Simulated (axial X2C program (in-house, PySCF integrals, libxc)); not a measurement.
**BrGe: EOM-IP-CCSD levels**

Aim: EOM-IP-CCSD levels of BrGe, with spin–orbit coupling in the Hamiltonian from the start.

Program: an in-house X2C program for linear molecules on PySCF integrals. Level of theory: two-component X2C with atomic mean-field terms, Br dyall-acv3z, Ge dyall-acv3z. These are calculated values, not measurements.

## 1. Set-up

The input, task.json:

```json
{
 "zs": [
  35,
  32
 ],
 "q": 0,
 "bas": [
  "dyall-acv3z",
  "dyall-acv3z"
 ],
 "r0": 2.35,
 "eom": "ip",
 "rq": -1,
 "thr": -1.0,
 "nmax": 95,
 "grid": [
  1,
  0.96,
  1.045,
  0.92,
  1.09,
  1.15
 ]
}
```

Keys: zs atomic numbers; q charge; bas basis sets; r0 starting distance in Å; eom kind of EOM run; thr threshold in hartree for freezing inner shells (an s shell follows its p shell); nmax most natural virtual spinors; grid distances as factors.

Launch:

```bash
> python soeom.py task.json out
```

Further steps of the session: EOM-IP-CCSD at 2.527 Å.

What does the calculation give? Wanted: next root led by one particle; T1 of the reference.

The runs gave:

| quantity | value |
| --- | --- |
| lowest root at 2.527 Å | Ω = 1/2, 1.361 eV |
| next root led by one particle | Ω = 1/2, about 29750 cm⁻¹ higher |
| T1 of the reference | 0.012 |

Removing an electron from the reference determinant of BrGe⁻ costs 1.36 eV and empties a spinor of 83% Ge pπ, 6% Br dπ. The closed-shell reference lies 0.61 eV above the lowest determinant found, so these energies count from an excited configuration. Errors of 0.1 to 0.3 eV are usual at this size, and roots led by higher excitations are left out, so the list is incomplete, and low states of that kind can be missing. T1 or the largest double amplitude of the reference is raised, which lowers the reliability.
